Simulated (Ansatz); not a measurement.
# SiS3: the cost of one run

Computed with Ansatz 0.2.0 (DFT PBE, scalar-relativistic, plane waves, PAW, unless a step's input says otherwise).

## Step 1: The structure to begin with

The structure is cubic, space group Pm-3m (No. 221). The conventional cell has a = 4.188 Å, b = 4.188 Å, c = 4.188 Å, α = 90.00°, β = 90.00°, γ = 90.00°. Around Si (site symmetry m-3m) lie 12 S at 2.96 Å. S (site symmetry 4/mmm) has 4 Si at 2.96 Å and 8 S at 2.96 Å as nearest neighbours.

Coordinates:

```cif
data_structure
_symmetry_space_group_name_H-M 'Pm-3m'
_symmetry_Int_Tables_number 221
_cell_length_a 4.1883
_cell_length_b 4.1883
_cell_length_c 4.1883
_cell_angle_alpha 90.000
_cell_angle_beta 90.000
_cell_angle_gamma 90.000
_cell_volume 73.47
loop_
_atom_site_label
_atom_site_type_symbol
_atom_site_symmetry_multiplicity
_atom_site_Wyckoff_symbol
_atom_site_fract_x
_atom_site_fract_y
_atom_site_fract_z
_atom_site_occupancy
Si1 Si 1 a 0.00000 0.00000 0.00000 1
S1 S 3 c 0.50000 0.00000 0.50000 1
```

The cell is invented: species swapped into a database cell of Ag3Au (Pm-3m, No. 221), with S on the Ag sites and Si on the Au sites. Lengths come from tabulated atomic sizes and are only a guess.

## Step 2: Probe: one point on a coarse mesh

File input.yaml:

```yaml
crystal:
  lattice:
    - [4.18830213, 0.0, 0.0]
    - [0.0, 4.18830213, 0.0]
    - [0.0, 0.0, 4.18830213]
  atoms:
    - { symbol: Si, position: [0.0, 0.0, 0.0] }
    - { symbol: S, position: [0.5, 0.0, 0.5] }
    - { symbol: S, position: [0.0, 0.5, 0.5] }
    - { symbol: S, position: [0.5, 0.5, 0.0] }
basis:
  ecutwfc: 420
kpoints:
  mp_grid: { grid: [4, 4, 4] }
hamiltonian:
  xc: pbe
scf:
  occupations: { method: gaussian, width: 0.1 }
  lower_state_search: "off"
output:
  forces: true
  stress: true
  eigenvalues: true
```

On the command line:

```console
ansatz run input.yaml --threads 1 --pin off --max-ram 2560MiB --backend cpu --events-out ev --progress --plain --runs-dir out
```

Q: Estimate wall time and peak memory on 1 thread of Intel Xeon at 2.50GHz (Skylake/Cascade Lake), shared host.

About 2.3 s, with a peak of 0.31 GiB.
